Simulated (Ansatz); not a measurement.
# Zn3Pd: the cost of one run

Method: DFT LDA, scalar-relativistic, plane waves, PAW, in Ansatz 0.2.0.

1 further run of the same task is left out (set aside as unsound or not needed).

### Step 1. The system as given

Symmetry: I4/mmm, No. 139, tetragonal system. Conventional cell: a = 3.761 Å, b = 3.761 Å, c = 8.175 Å, α = 90.00°, β = 90.00°, γ = 90.00°. Zn (site symmetry -4m2) is surrounded by 8 Zn at 2.66 to 2.78 Å and 4 Pd at 2.78 Å. Around Zn (site symmetry 4/mmm) lie 4 Pd at 2.66 Å and 8 Zn at 2.78 Å. Pd (site symmetry 4/mmm) has 12 Zn at 2.66 to 2.78 Å as nearest neighbours.

Structure file:

```
CELL_PARAMETERS angstrom
-1.88036 1.88036 4.08745
1.88036 -1.88036 4.08745
1.88036 1.88036 -4.08745
ATOMIC_POSITIONS crystal
Zn 0.75000 0.25000 0.50000
Zn 0.25000 0.75000 0.50000
Zn 0.50000 0.50000 0.00000
Pd 0.00000 0.00000 0.00000
```

It goes back to an entry of the Materials Project, which need not be the stable form.

This cell was relaxed beforehand with the same method: volume 14.45 Å³/atom, gap on the mesh none (metal).

### Step 2. The cell under LDA

File input.yaml:

```yaml
crystal:
  lattice:
    - [-1.8803586943, 1.8803586943, 4.0874505551]
    - [1.8803586943, -1.8803586943, 4.0874505551]
    - [1.8803586943, 1.8803586943, -4.0874505551]
  atoms:
    - { symbol: Zn, position: [0.75, 0.25, 0.5] }
    - { symbol: Zn, position: [0.25, 0.75, 0.5] }
    - { symbol: Zn, position: [0.5, 0.5, 0.0] }
    - { symbol: Pd, position: [0.0, 0.0, 0.0] }
basis:
  ecutwfc: 420
kpoints:
  mp_grid: { grid: [16, 16, 16] }
hamiltonian:
  xc: lda
scf:
  occupations: { method: gaussian, width: 0.1 }
output:
  forces: true
  stress: true
  eigenvalues: true
  write_density: true
  write_potential: true
  elf: true
  volumetric_format: npy
relax:
  adjacent_minimum: "off"
  f_tol: 0.005
  max_steps: 50
  cell: { stress_tol: 0.05 }
```

The run is started by

```bash
ansatz run input.yaml --threads 1 --pin off --max-ram 2560MiB --backend cpu --events-out ev --progress --plain --runs-dir out
```

Q: Estimate wall time and peak memory on 1 thread of Intel Xeon 6975P-C (Granite Rapids), shared host.

About 2.1 min, with a peak of 0.79 GiB.
